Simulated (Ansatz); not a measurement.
# Ga8Se3S5: gaps at several levels of theory

How do gap and band edges of Ga8Se3S5 move from rung to rung, and at what price?

Computed with Ansatz 0.2.0 (DFT PBE+D3(BJ), scalar-relativistic, plane waves, PAW, unless a step's input says otherwise).

That is the level of the relaxation; later steps name their own.

**1. Starting point**

It takes space group Pm (No. 6, monoclinic). Conventional cell: a = 6.298 Å, b = 3.636 Å, c = 15.722 Å, α = 90.00°, β = 90.00°, γ = 90.00°. Around Ga (site symmetry m) lie 2 Se at 2.37 Å and 1 S at 2.37 Å and 1 Ga at 2.52 Å. Ga (site symmetry m) is surrounded by 2 S at 2.37 Å and 1 Se at 2.37 Å and 1 Ga at 2.52 Å. Ga (site symmetry m) is surrounded by 3 S at 2.37 Å and 1 Ga at 2.52 Å. Only part of the 16 independent sites is listed.

Structure file:

```
Ga Se S
1.0
     7.27265    0.00000    0.00000
    -1.81816    3.14915    0.00000
     0.00000    0.00000   15.72190
Ga Se S
8 3 5
Direct
  0.16667 0.66667 0.17000
  0.66667 0.66667 0.17000
  0.33333 0.33333 0.67000
  0.83333 0.33333 0.67000
  0.16667 0.66667 0.33000
  0.66667 0.66667 0.33000
  0.33333 0.33333 0.83000
  0.83333 0.33333 0.83000
  0.16667 0.66667 0.60000
  0.33333 0.33333 0.10000
  0.16667 0.66667 0.90000
  0.66667 0.66667 0.60000
  0.83333 0.33333 0.10000
  0.66667 0.66667 0.90000
  0.33333 0.33333 0.40000
  0.83333 0.33333 0.40000
```

(A quick probe on a coarse mesh, which set the mesh and smearing, is not shown.)

**3. Coarse relaxation**

Input file input.yaml:

```yaml
crystal:
  lattice:
    - [7.27264653, 0.0, 0.0]
    - [-1.81816163, 3.14914832, 0.0]
    - [0.0, 0.0, 15.72189974]
  atoms:
    - { symbol: Ga, position: [0.16666667, 0.66666667, 0.17] }
    - { symbol: Ga, position: [0.66666667, 0.66666667, 0.17] }
    - { symbol: Ga, position: [0.33333333, 0.33333333, 0.67] }
    - { symbol: Ga, position: [0.83333333, 0.33333333, 0.67] }
    - { symbol: Ga, position: [0.16666667, 0.66666667, 0.33] }
    - { symbol: Ga, position: [0.66666667, 0.66666667, 0.33] }
    - { symbol: Ga, position: [0.33333333, 0.33333333, 0.83] }
    - { symbol: Ga, position: [0.83333333, 0.33333333, 0.83] }
    - { symbol: Se, position: [0.16666667, 0.66666667, 0.6] }
    - { symbol: S, position: [0.66666667, 0.66666667, 0.6] }
    - { symbol: Se, position: [0.33333333, 0.33333333, 0.1] }
    - { symbol: S, position: [0.83333333, 0.33333333, 0.1] }
    - { symbol: Se, position: [0.16666667, 0.66666667, 0.9] }
    - { symbol: S, position: [0.66666667, 0.66666667, 0.9] }
    - { symbol: S, position: [0.33333333, 0.33333333, 0.4] }
    - { symbol: S, position: [0.83333333, 0.33333333, 0.4] }
basis:
  ecutwfc: 420
kpoints:
  mp_grid: { grid: [6, 6, 2] }
hamiltonian:
  xc: pbe
  dispersion: d3bj
scf:
  occupations: { method: gaussian, width: 0.1 }
output:
  forces: true
  stress: true
  eigenvalues: true
relax:
  adjacent_minimum: "off"
  f_tol: 0.05
  max_steps: 80
  cell: { stress_tol: 0.5 }
```

Launch:

```sh
ansatz run input.yaml --threads 4 --pin off --max-ram 10240MiB --backend cpu --events-out ev --progress --plain --runs-dir out
```

Further runs follow: the relaxation; band edges over the whole zone; the run at PBE+D3(BJ); levels with PBE+D3(BJ) on the hybrid's mesh; levels with HSE06; levels with PBE+D3(BJ), spin-orbit coupling.

What does the calculation give? Wanted: relaxed cell; volume; gap, PBE+D3(BJ); gap, HSE06; gap, PBE+D3(BJ), spin-orbit coupling.

The runs gave:

```
                            quantity                                                                       value
                        relaxed cell  a = 6.332 Å, b = 3.658 Å, c = 15.698 Å, α = 90.00°, β = 90.30°, γ = 90.00°
                space group (0.01 Å)                                                                  Pm (No. 6)
                              volume                                                               22.73 Å³/atom
                     gap, PBE+D3(BJ)                                                             1.32 eV, direct
                          gap, HSE06                                                             2.10 eV, direct
gap, PBE+D3(BJ), spin-orbit coupling                                                             1.32 eV, direct
```

In words: The cell grew by 1.0 % in volume on relaxing. The gap runs from 1.32 eV (PBE+D3(BJ), spin-orbit coupling) to 2.10 eV (HSE06). PBE+D3(BJ), spin-orbit coupling took about 9.3 times the CPU time of PBE+D3(BJ), on unlike meshes where the table says so.
